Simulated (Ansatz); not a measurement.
# BHBr (sextet): from Hartree-Fock to the top rungs, cc-pVDZ

Aim: climb from Hartree-Fock through coupled cluster for BHBr (sextet) at one geometry and basis, and see what each rung misses.

Method: cc-pVDZ, core rule «outside noble gas», up to 15 orbitals frozen; program: Ansatz 0.2.0, Gaussian basis.

To be run: UHF; CCSD(T) on ROHF; CCSD(T) on UHF; BCCD(T) on ROHF; CISD as a restricted active space (open shells left free, so some higher excitations enter); CCSDT(Q) on ROHF; CCSDT(Q) on UHF.

35 further runs of the same task are left out: 6 for a known fault of the program, 12 that didn't finish, 17 set aside as unsound or not needed. Runs told in other sessions of the task aren't counted.

### Step 1. The system

The geometry is a PBE0/def2-TZVP stationary point (not a proven minimum) of the parent state, kept for this charge and spin. No spin-orbit coupling is included. The filled d shell of Br may be among the frozen orbitals whatever the setting's name suggests.

3 atoms, charge 0, spin multiplicity 6.

Atoms are counted from 1 here; the program's logs count them from 0.

Bond lengths: B1–Br2 1.977 Å, B1–H3 1.279 Å. Angles: Br2–B1–H3 79.0°.

### Step 2. UHF

The input, in.yaml:

```yaml
crystal:
  periodic: [false, false, false]
  atoms:
    - {symbol: B, position_ang: [0.000000, -0.188124, 1.715115]}
    - {symbol: Br, position_ang: [0.000000, 0.011759, -0.252218]}
    - {symbol: H, position_ang: [0.000000, 1.085637, 1.598465]}
basis:
  gaussian: {orbitals: cc-pVDZ}
magnetization: {spin_polarized: true, initial_magnetization: 5}
hamiltonian: {xc: hf}
output: {orbitals: {seedname: orbitals}}
```

The run is started by

```
> ansatz run in.yaml --threads 1 --pin off --events-out ev --progress --plain --max-ram 2393MiB
```

After this run come: CCSD(T) on ROHF; CCSD(T) on UHF; BCCD(T) on ROHF; CISD as a restricted active space (open shells left free, so some higher excitations enter); CCSDT(Q) on ROHF; CCSDT(Q) on UHF.

**Question.** What will the summary of the whole plan be? Wanted: UCCSDT(Q) from the RHF energy; RMP2 from UCCSDT(Q); UMP2 from UCCSDT(Q); RCCSD from UCCSDT(Q); RCCSD(T) from UCCSDT(Q); UCCSD(T) from UCCSDT(Q); RCCSDT(Q) from UCCSDT(Q); T1 diagnostic.

The runs gave:

| quantity | value |
| --- | --- |
| UCCSDT(Q) from the ROHF energy | -4.8952 eV |
| RMP2 from UCCSDT(Q) | +77.4 kJ/mol |
| UMP2 from UCCSDT(Q) | +80.8 kJ/mol |
| RCCSD from UCCSDT(Q) | +13.5 kJ/mol |
| RCCSD(T) from UCCSDT(Q) | +3.2 kJ/mol |
| UCCSD(T) from UCCSDT(Q) | +2.7 kJ/mol |
| RCCSDT(Q) from UCCSDT(Q) | +0.5 kJ/mol |
| levels within 1 kcal/mol (43 meV) | RCCSD(T), UCCSD(T), BCCD(T), RCCSDT, UCCSDT, RCCSDT(Q) |
| T1 diagnostic | 0.029 |

**Reading.** RCCSD(T) lands +3.2 kJ/mol from the yardstick (0.7 % of the correlation energy). These misses are within one basis, not against nature; the frozen cores of restricted and unrestricted runs differ, which can shift their rows.

With open shells the CI space here admits some higher excitations, so it is larger than plain CISD.
